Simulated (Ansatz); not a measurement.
**ZnIF (SMILES [F][Zn][I]): single points off equilibrium**

An exercise on one series of results from a longer session: the logs are not shown, and one member is left open.

Program: Ansatz 0.2.0, Gaussian basis. Level of theory: single points in def2-TZVPP. These are calculated values, not measurements.

Cores are frozen in the correlated methods. The 3s and 3p shells of Cu and Zn are frozen; filled d shells are correlated. Core potentials replace the inner electrons past krypton, and spin-orbit coupling is left out.

## Where the work starts

SMILES `[F][Zn][I]`, 3 atoms, charge 0, spin multiplicity 1.

Atoms are counted from 1 here; the program's logs count them from 0.

Bond lengths: F1–Zn2 1.756 Å, Zn2–I3 2.335 Å. Angles: F1–Zn2–I3 137.5°.

Geometry (Å):

```
F    -1.5498    0.5429   -0.7855
Zn   -0.0121    0.5120    0.0629
I     1.5324   -1.0920    0.7672
```

Set-up of the first run:

run/in.yaml reads:

```yaml
crystal:
  periodic: [false, false, false]
  atoms:
    - {symbol: F, position_ang: [-1.549800, 0.542900, -0.785500]}
    - {symbol: Zn, position_ang: [-0.012100, 0.512000, 0.062900]}
    - {symbol: I, position_ang: [1.532400, -1.092000, 0.767200]}
basis:
  gaussian: {orbitals: def2-TZVPP}
correlation: {method: ccsd_t, frozen_orbitals: {F: 1, I: 4, Zn: 9}}
output: {forces: true}
```

The command line of these runs was not kept.

Steps of the session up to this table: CCSD(T)/def2-TZVPP; PBE0-D4/def2-TZVPP; wB97M-V/def2-TZVPP; r2SCAN-D4/def2-TZVPP; PBE-D4/def2-TZVPP; wB97X-V/def2-TZVPP; r2SCANh-D4/def2-TZVPP.

One of the session's tables, all rows but one given; the rest of the session is left out.

```
    method  RMS force component (eV/Å)  angle to CCSD(T) forces (°)  dipole (D)
   CCSD(T)                       0.606                    reference        2.82
   PBE0-D4                       0.551                          4.8        2.72
   wB97M-V                           ?                            ?           ?
 r2SCAN-D4                       0.527                          9.7        2.57
    PBE-D4                       0.532                         18.3        2.42
   wB97X-V                       0.534                          8.4        2.76
r2SCANh-D4                       0.543                         10.5        2.67
```

**Question.** Estimate the row for wB97M-V.

**Answer.** RMS force component (eV/Å): 0.523; angle to CCSD(T) forces (°): 9.0; dipole (D): 2.74. In the column «RMS force component (eV/Å)» it is the lowest.
